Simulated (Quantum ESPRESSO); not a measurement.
A run of Quantum ESPRESSO 7.5 is set up as follows.

The input pw.in:

```
&CONTROL
  calculation = 'scf'
  prefix = 'pwscf'
  outdir = './tmp'
  pseudo_dir = './pseudo'
  tprnfor = .true.
  tstress = .true.
  disk_io = 'nowf'
/
&SYSTEM
  ibrav = 0
  nat = 1
  ntyp = 1
  ecutwfc = 56
  ecutrho = 448
  nbnd = 16
  occupations = 'smearing'
  smearing = 'mp'
  degauss = 0.00734986
/
&ELECTRONS
  conv_thr = 2d-10
  electron_maxstep = 120
  mixing_beta = 0.5
/
ATOMIC_SPECIES
Cu    63.5460 cu_pbesol_v1.2.uspp.F.UPF
CELL_PARAMETERS angstrom
   1.6400000000    2.3193102423    0.0000000000
  -1.6400000000    2.3193102423    0.0000000000
   0.0000000000    2.3193102423    1.7000000000
ATOMIC_POSITIONS crystal
Cu     0.0000000000    0.0000000000    0.0000000000
K_POINTS automatic
16 16 16 0 0 0
```

Potentials or basis: GBRV 1.5 PBEsol.

Launch:

```bash
$ OMP_NUM_THREADS=1 pw.x -in pw.in > pw.out
```

Task: Predict the band gap on the k mesh.

Result: None (metal or under the smearing width).

Task: Estimate the pressure.

Result: -8.7 GPa.

Stress tensor (GPa, compression positive):
```
 -0.10   0.00   0.00
  0.00 -28.62   0.00
  0.00   0.00   2.46
```
